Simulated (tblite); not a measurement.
# C3H10N2OSi2: the cost of one run

Computed with tblite 0.8.0 and PySCF 2.14.0, with density-fitted response routines of our own, on a single molecule in the gas phase. Atoms count from 0, in the outputs and in this text.

## Step 1: The starting structure

18 atoms, charge 0, multiplicity 1; geometry from: force field or distance geometry start.

Bonds of the start (Å): C0–N1 1.30, N1–Si2 1.76, Si2–Si3 2.24, Si3–N4 1.77, N4–C5 1.29, Si3–O6 1.74, O6–C7 1.40, C0–H8 1.08, C0–H9 1.10, Si2–H10 1.48, Si2–H11 1.45, Si3–H12 1.46, C5–H13 1.08, C5–H14 1.08, C7–H15 1.10, C7–H16 1.12, C7–H17 1.11.

## Step 2: Optimising the geometry with GFN2-xTB

Job settings and geometry (Å):

```
{"job": {"kind": "relax", "xc": "GFN2-xTB", "basis": "xTB"}, "charge": 0, "multiplicity": 1}
C      3.810700    -0.837800    -0.033900
N      2.547600    -0.802000    -0.351000
Si     1.438800     0.375100     0.345200
Si    -0.623600    -0.178000    -0.318700
N     -1.487700     1.251200    -0.900900
C     -1.201600     1.654400    -2.089100
O     -1.507100    -0.873200     1.010000
C     -2.835300    -0.905300     0.559000
H      4.503400    -1.559700    -0.444300
H      4.109100    -0.064200     0.693200
H      1.746600     1.673000    -0.305400
H      1.534400     0.504800     1.787500
H     -0.487600    -1.193600    -1.365700
H     -1.648400     2.515900    -2.564300
H     -0.453600     1.124200    -2.663500
H     -2.945300    -1.741300    -0.147600
H     -3.037400     0.072600     0.053700
H     -3.471900    -1.009900     1.459500
```

Started as:

```console
$ OMP_NUM_THREADS=1 python probes_run.py task.json out
```

One launch serves the whole session: the jobs run in the order shown.

**Question.** How long does this first job take on 1 thread of Arm Neoverse N1, shared host, and how much memory does it need?

About 1.6 s, with a peak of 0.18 GiB.
